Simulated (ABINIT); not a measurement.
# HgS3 (Fm-3m) in ABINIT: single point with PBE

Aim: the single point of HgS3 with PBE.

All numbers are computed with ABINIT 10.8.3 (patched build); they aren't measurements. Logs are shortened: lines on timing, memory, paths and dates and some standing lists are left out, and cuts for length are marked. The log counts tension as positive stress, the text compression.

## 1. The crystal as given

Symmetry: Fm-3m, No. 225, cubic system. Conventional cell: a = 6.651 Å, b = 6.651 Å, c = 6.651 Å, α = 90.00°, β = 90.00°, γ = 90.00°. Around Hg (site symmetry m-3m) lie 8 S at 2.88 Å. S (site symmetry -43m) has 4 Hg at 2.88 Å and 4 S at 2.88 Å as nearest neighbours. S (site symmetry m-3m) has 8 S at 2.88 Å as nearest neighbours.

The cell was built by a generator and needn't be a form met in nature.

## 2. Single point, PBE

Input file run.abi:

```
pp_dirpath "./"
pseudos "Hg_ONCV_PBE-1.2.upf, S_ONCV_PBE-1.2.upf"

acell 8.88780103 8.88780103 8.88780103
rprim
     0.0000000000     0.7071067812     0.7071067812
     0.7071067812     0.0000000000     0.7071067812
     0.7071067812     0.7071067812     0.0000000000
ntypat 2
znucl 80 16
natom 4
typat 1 2 2 2
xcart
     0.0000000000     0.0000000000     0.0000000000
     9.4269365672     9.4269365672     9.4269365672
     6.2846243781     6.2846243781     6.2846243781
     3.1423121891     3.1423121891     3.1423121891

ecut 26.0

kptopt 1
ngkpt 5 5 5
nshiftk 1
shiftk 0.0 0.0 0.0

ixc 11

nband 23
occopt 3
tsmear 0.00183747

nstep 100
tolvrs 1.0e-10

iomode 3
prtwf 0
prtden 0
prteig 0
prtebands 0
enunit 1
prtvol 2
```

Potentials or basis: SG15 NC PBE v1.2.

Run with:

```bash
$ abinit run.abi > log 2>&1
```

run.abo:

```text
.Version 10.8.3 of ABINIT
 Symmetries : space group Fm -3 m (#225); Bravais cF (face-center cubic)
================================================================================
 Values of the parameters that define the memory need of the present run
     intxc =       0    ionmov =       0      iscf =       7    lmnmax =       8
     lnmax =       8     mgfft =      45  mpssoang =       4    mqgrid =    3001
     natom =       4  nloc_mem =       1    nspden =       1   nspinor =       1
    nsppol =       1      nsym =      48    n1xccc =       0    ntypat =       2
    occopt =       3   xclevel =       2
       mpw =        3170          nfft =       91125          nkpt =          10
================================================================================
================================================================================

--------------------------------------------------------------------------------
------------- Echo of variables that govern the present computation ------------
--------------------------------------------------------------------------------
 -outvars: echo values of preprocessed input variables --------
            acell      8.8878010300E+00  8.8878010300E+00  8.8878010300E+00 Bohr
              amu      2.00590000E+02  3.20660000E+01
             ecut      2.60000000E+01 Hartree
           enunit           1
              ixc          11
         kptrlatt        5    0    0      0    5    0      0    0    5
          kptrlen      4.44390052E+01
            natom           4
            nband          23
            ngfft          45      45      45
             nkpt          10
            nstep         100
             nsym          48
           ntypat           2
           occopt           3
           prtden           0
        prtebands           0
           prteig           0
           prtvol           2
            prtwf           0
            rprim      0.0000000000E+00  7.0710678120E-01  7.0710678120E-01
                       7.0710678120E-01  0.0000000000E+00  7.0710678120E-01
                       7.0710678120E-01  7.0710678120E-01  0.0000000000E+00
          spgroup         225
           tolvrs      1.00000000E-10
           tsmear      1.83747000E-03 Hartree
            typat      1  2  2  2
           xangst      0.0000000000E+00  0.0000000000E+00  0.0000000000E+00
                       4.9885199967E+00  4.9885199967E+00  4.9885199967E+00
                       3.3256799978E+00  3.3256799978E+00  3.3256799978E+00
                       1.6628399989E+00  1.6628399989E+00  1.6628399989E+00
            xcart      0.0000000000E+00  0.0000000000E+00  0.0000000000E+00
                       9.4269365674E+00  9.4269365674E+00  9.4269365674E+00
                       6.2846243783E+00  6.2846243783E+00  6.2846243783E+00
                       3.1423121891E+00  3.1423121891E+00  3.1423121891E+00
             xred      0.0000000000E+00  0.0000000000E+00  0.0000000000E+00
                       7.5000000000E-01  7.5000000000E-01  7.5000000000E-01
                       5.0000000000E-01  5.0000000000E-01  5.0000000000E-01
                       2.5000000000E-01  2.5000000000E-01  2.5000000000E-01
            znucl       80.00000   16.00000

================================================================================

 chkinp: Checking input parameters for consistency.

================================================================================
== DATASET  1 ==================================================================

--- !DatasetInfo
iteration_state: {dtset: 1, }
dimensions: {natom: 4, nkpt: 10, mband: 23, nsppol: 1, nspinor: 1, nspden: 1, mpw: 3170, }
cutoff_energies: {ecut:  26.0, pawecutdg:  -1.0, }
electrons: {nelect:   3.80000000E+01, charge:   0.00000000E+00, occopt:   3.00000000E+00, tsmear:   1.83747000E-03, }
meta: {optdriver: 0, ionmov: 0, optcell: 0, iscf: 7, paral_kgb: 0, }
...

 Exchange-correlation functional for the present dataset will be:
  GGA: Perdew-Burke-Ernzerhof functional - ixc=11
  J.P.Perdew, K.Burke, M.Ernzerhof, PRL 77, 3865 (1996)
[... 132 lines left out ...]
  6.84E-16 6.22E-16 2.75E-16 5.05E-16 1.11E-15 1.14E-15 9.60E-16 1.16E-15
  7.28E-16 4.78E-16 4.60E-16 1.11E-15 1.11E-15 1.32E-15 3.13E-09
 reduced coordinates (array xred) for    4 atoms
       0.000000000000      0.000000000000      0.000000000000
       0.750000000000      0.750000000000      0.750000000000
       0.500000000000      0.500000000000      0.500000000000
       0.250000000000      0.250000000000      0.250000000000
 rms dE/dt=  0.0000E+00; max dE/dt=  0.0000E+00; dE/dt below (all hartree)
    1       0.000000000000      0.000000000000      0.000000000000
    2       0.000000000000      0.000000000000      0.000000000000
    3       0.000000000000      0.000000000000      0.000000000000
    4       0.000000000000      0.000000000000      0.000000000000

 cartesian coordinates (angstrom) at end:
    1      0.00000000000000     0.00000000000000     0.00000000000000
    2      4.98851999671409     4.98851999671409     4.98851999671409
    3      3.32567999780939     3.32567999780939     3.32567999780939
    4      1.66283999890470     1.66283999890470     1.66283999890470

 cartesian forces (hartree/bohr) at end:
    1     -0.00000000000000    -0.00000000000000    -0.00000000000000
    2     -0.00000000000000    -0.00000000000000    -0.00000000000000
    3     -0.00000000000000    -0.00000000000000    -0.00000000000000
    4     -0.00000000000000    -0.00000000000000    -0.00000000000000
 frms,max,avg= 0.0000000E+00 0.0000000E+00   0.000E+00  0.000E+00  0.000E+00 h/b

 cartesian forces (eV/Angstrom) at end:
    1     -0.00000000000000    -0.00000000000000    -0.00000000000000
    2     -0.00000000000000    -0.00000000000000    -0.00000000000000
    3     -0.00000000000000    -0.00000000000000    -0.00000000000000
    4     -0.00000000000000    -0.00000000000000    -0.00000000000000
 frms,max,avg= 0.0000000E+00 0.0000000E+00   0.000E+00  0.000E+00  0.000E+00 e/A
 length scales=  8.887801030000  8.887801030000  8.887801030000 bohr
              =  4.703221756925  4.703221756925  4.703221756925 angstroms
 Fermi (or HOMO) energy (eV) =   8.38707   Average Vxc (eV)= -10.93476
 Eigenvalues (   eV  ) for nkpt=  10  k points:
 kpt#   1, nband= 23, wtk=  0.00800, kpt=  0.0000  0.0000  0.0000 (reduced coord)
-105.97147  -54.29679  -54.29679  -54.29679   -6.45115   -2.78184   -1.87750    1.58596
   1.58596    1.58596    2.28343    2.28343    5.24966    5.24966    5.24966    6.46587
   6.46587    6.46587    7.92487    7.92487    7.92487    8.14579   14.78271
 kpt#   2, nband= 23, wtk=  0.06400, kpt=  0.2000  0.0000  0.0000 (reduced coord)
-105.97147  -54.29682  -54.29680  -54.29680   -6.15615   -3.11150   -2.21406    1.64279
   1.64279    1.99862    2.21312    2.21312    4.51116    5.20766    5.20766    6.11075
   6.20080    6.20080    7.81227    8.37117    8.37117   10.42855   14.66894
 kpt#   3, nband= 23, wtk=  0.06400, kpt=  0.4000  0.0000  0.0000 (reduced coord)
-105.97147  -54.29687  -54.29681  -54.29681   -5.38083   -3.99947   -2.61260    1.65048
   1.65048    2.23483    2.23483    2.42714    3.60334    5.19253    5.19253    5.66648
   5.66648    6.63210    8.69783    9.30503    9.30503   10.54725   14.09901
 kpt#   4, nband= 23, wtk=  0.04800, kpt=  0.2000  0.2000  0.0000 (reduced coord)
-105.97147  -54.29682  -54.29680  -54.29680   -6.05753   -3.14821   -2.37380    1.65567
   1.65567    2.10408    2.16151    2.31354    4.48889    4.48889    5.03317    6.19486
   6.51485    6.51485    6.94140    9.18715    9.18715   10.50610   13.78813
 kpt#   5, nband= 23, wtk=  0.19200, kpt=  0.4000  0.2000  0.0000 (reduced coord)
[... 8 lines left out ...]
-105.97147  -54.29685  -54.29682  -54.29680   -5.69452   -3.46768   -2.73199    1.80465
   1.85788    2.02069    2.31464    2.35118    3.44687    4.41620    4.91951    6.17898
   6.85789    7.12147    7.92811    8.28242    9.54371   10.31785   14.57961
 kpt#   8, nband= 23, wtk=  0.04800, kpt=  0.4000  0.4000  0.0000 (reduced coord)
-105.97147  -54.29687  -54.29683  -54.29683   -4.99045   -3.61282   -3.58755    1.98625
   1.98625    2.32078    2.36267    2.73361    3.18327    3.18327    3.26173    6.94390
   7.80120    7.80120    8.11005    9.46288    9.46288   10.56818   14.94430
 kpt#   9, nband= 23, wtk=  0.09600, kpt= -0.4000  0.4000  0.0000 (reduced coord)
-105.97147  -54.29687  -54.29684  -54.29682   -4.29328   -4.26303   -3.73962    1.92562
   2.09873    2.13938    2.22521    2.45593    2.78600    3.35095    4.68482    6.07565
   7.99248    8.19789    8.38510    8.95054    8.98929   10.84217   15.81789
 kpt#  10, nband= 23, wtk=  0.19200, kpt= -0.4000  0.4000  0.2000 (reduced coord)
-105.97147  -54.29686  -54.29684  -54.29682   -4.74675   -3.88801   -3.62502    1.66828
   2.03402    2.19645    2.35162    2.43702    2.61060    4.28205    4.84310    5.61491
   7.71075    7.72289    8.33908    8.80676    9.34715   10.87493   14.84899
 Total charge density [el/Bohr^3]
)     Maximum=    1.7339E+00  at reduced coord.    0.9556    0.9778    0.9778
)Next maximum=    1.7339E+00  at reduced coord.    0.0889    0.9778    0.9778
)     Minimum=    6.0091E-03  at reduced coord.    0.2444    0.2444    0.2444
)Next minimum=    6.0091E-03  at reduced coord.    0.2667    0.2444    0.2444
   Integrated=    3.8000E+01

--- !EnergyTerms
iteration_state     : {dtset: 1, }
comment             : Components of total free energy in Hartree
kinetic             :  5.85091160325485E+01
hartree             :  5.11208370638043E+01
xc                  : -2.03561992379027E+01
Ewald energy        : -1.26082103251035E+02
psp_core            :  2.20361123492948E+00
local_psp           : -1.60227202622125E+02
non_local_psp       :  9.14282203981140E+00
internal            : -1.85689118739969E+02
'-kT*entropy'       : -1.37072791167240E-03
total_energy        : -1.85690489467880E+02
total_energy_eV     : -5.05289563111576E+03
band_energy         : -1.68750581006055E+01
...

 Cartesian components of stress tensor (hartree/bohr^3)
  sigma(1 1)=  1.93341597E-07  sigma(3 2)=  0.00000000E+00
  sigma(2 2)=  1.93341597E-07  sigma(3 1)=  0.00000000E+00
  sigma(3 3)=  1.93341597E-07  sigma(2 1)=  0.00000000E+00

-Cartesian components of stress tensor (GPa)         [Pressure= -5.6883E-03 GPa]
- sigma(1 1)=  5.68830617E-03  sigma(3 2)=  0.00000000E+00
- sigma(2 2)=  5.68830617E-03  sigma(3 1)=  0.00000000E+00
- sigma(3 3)=  5.68830617E-03  sigma(2 1)=  0.00000000E+00

== END DATASET(S) ==============================================================
================================================================================

 -outvars: echo values of variables after computation  --------
            acell      8.8878010300E+00  8.8878010300E+00  8.8878010300E+00 Bohr
           etotal     -1.8569048947E+02
            fcart     -0.0000000000E+00 -0.0000000000E+00 -0.0000000000E+00
                      -0.0000000000E+00 -0.0000000000E+00 -0.0000000000E+00
                      -0.0000000000E+00 -0.0000000000E+00 -0.0000000000E+00
                      -0.0000000000E+00 -0.0000000000E+00 -0.0000000000E+00
            rprim      0.0000000000E+00  7.0710678120E-01  7.0710678120E-01
                       7.0710678120E-01  0.0000000000E+00  7.0710678120E-01
                       7.0710678120E-01  7.0710678120E-01  0.0000000000E+00
           strten      1.9334159682E-07  1.9334159682E-07  1.9334159682E-07
                       0.0000000000E+00  0.0000000000E+00  0.0000000000E+00
           xangst      0.0000000000E+00  0.0000000000E+00  0.0000000000E+00
                       4.9885199967E+00  4.9885199967E+00  4.9885199967E+00
                       3.3256799978E+00  3.3256799978E+00  3.3256799978E+00
                       1.6628399989E+00  1.6628399989E+00  1.6628399989E+00
             xred      0.0000000000E+00  0.0000000000E+00  0.0000000000E+00
                       7.5000000000E-01  7.5000000000E-01  7.5000000000E-01
                       5.0000000000E-01  5.0000000000E-01  5.0000000000E-01
                       2.5000000000E-01  2.5000000000E-01  2.5000000000E-01
 Calculation completed.
```

Run time: 42 s. Hardware: 1 thread of Intel Xeon Platinum 8259CL at 2.50GHz (Skylake/Cascade Lake), shared host; peak memory 0.09 GiB.

What came out:

```
Free energy                                           : -5052.8956 eV
Pressure                                              : 0.0 GPa
Band gap on the k mesh                                : none (metal or under the smearing width)
Valence electrons inside the program's atomic spheres : Hg 16.47; S 3.73, 3.66
```

The run has no spin-orbit coupling, so splittings on Hg are missing.
